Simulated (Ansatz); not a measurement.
**BeBH₃ (singlet): the correlation ladder at distance B1–Be2 = 4.096 Å, cc-pVDZ**

The task here is to estimate one member of a computed series from the others.

The runs use Ansatz 0.2.0, Gaussian basis; cc-pVDZ, core rule «outside noble gas», up to 2 orbitals frozen.

To be run: UHF; CCSD(T) on RHF; CCSD(T) on UHF; BCCD(T) on RHF; CISD; CCSDT(Q) on RHF; CCSDT(Q) on UHF; CASSCF and MRCISD+Q, 2 electrons in 2 orbitals; CASSCF and NEVPT2, 2 electrons in 2 orbitals.

18 further runs of the same task are left out: 4 for a mislabelled method, 10 that didn't finish, 4 set aside as unsound or not needed.

## What is computed

The geometry derives from a PBE0/def2-TZVP stationary point (not a proven minimum). One bond is set to the value named and the two fragments are kept rigid.

5 atoms, charge 0, spin multiplicity 1.

Atoms are counted from 1 here; the program's logs count them from 0.

Bond lengths: B1–H3 1.202 Å, B1–H4 1.202 Å, Be2–H5 1.341 Å. Angles: H3–B1–H4 113.2°.

The first run:

Input file in.yaml:

```yaml
crystal:
  periodic: [false, false, false]
  atoms:
    - {symbol: B, position_ang: [0.000000, 0.000000, 1.797176]}
    - {symbol: Be, position_ang: [0.000000, 0.000000, -2.298824]}
    - {symbol: H, position_ang: [0.000000, 1.003181, 2.459032]}
    - {symbol: H, position_ang: [0.000000, -1.003180, 2.459032]}
    - {symbol: H, position_ang: [0.000000, 0.000000, -3.640053]}
basis:
  gaussian: {orbitals: cc-pVDZ}
magnetization: {spin_polarized: true, initial_magnetization: 0}
hamiltonian: {xc: hf}
output: {orbitals: {seedname: orbitals}}
```

The run is started by

```console
$ ansatz run in.yaml --threads 1 --pin off --events-out ev --progress --plain --max-ram 2393MiB
```

Among the steps run: UHF; CCSD(T) on RHF; CCSD(T) on UHF; BCCD(T) on RHF; CISD; CCSDT(Q) on RHF; CCSDT(Q) on UHF; CASSCF and MRCISD+Q, 2 electrons in 2 orbitals; CASSCF and NEVPT2, 2 electrons in 2 orbitals.

One table of the session follows, with a row left open; its other results are not shown here.

| method | from RCCSDT(Q) (kcal/mol) |
| --- | --- |
| RHF | +129.25 |
| UHF | +83.48 |
| RMP2 | +41.40 |
| UMP2 | +23.89 |
| CISD | +22.27 |
| RCCSD | +7.77 |
| UCCSD | +4.05 |
| RCCSD(T) | +1.00 |
| UCCSD(T) | +2.70 |
| BCCD(T) | +1.11 |
| RCCSDT | +0.43 |
| UCCSDT | +0.50 |
| RCCSDT(Q) | 0 |
| UCCSDT(Q) | +0.06 |
| CASSCF pair | +81.09 |
| NEVPT2 pair | +20.96 |
| MRCISD pair | ? |
| MRCISD+Q pair | -0.28 |

Estimate the missing values for MRCISD pair.

As computed: from RCCSDT(Q) (kcal/mol): +5.23. In the column «from RCCSDT(Q) (kcal/mol)» it lies between UCCSD (+4.05) and RCCSD (+7.77).

The program flags RCCSD(T), BCCD(T), RCCSDT(Q), UCCSDT(Q) as in doubt (see the logs), so the zero of the table is itself unsure.

Limits of these values: The determinant is far from a pure spin state, so its energy mixes those of several spin states (harmless only where they are near-degenerate, as at dissociation). The report flags that the cluster equations may have other roots. The program flags RCCSD(T), BCCD(T), RCCSDT(Q), UCCSDT(Q) as in doubt, so the zero of the table is itself unsure. Warnings: restricted reference is unstable; spin contamination; large T1 diagnostic. Restricted and unrestricted rows rest on different reference determinants; where their highest levels disagree by more than a few hundredths of an eV, they describe different states and don't form one ladder.
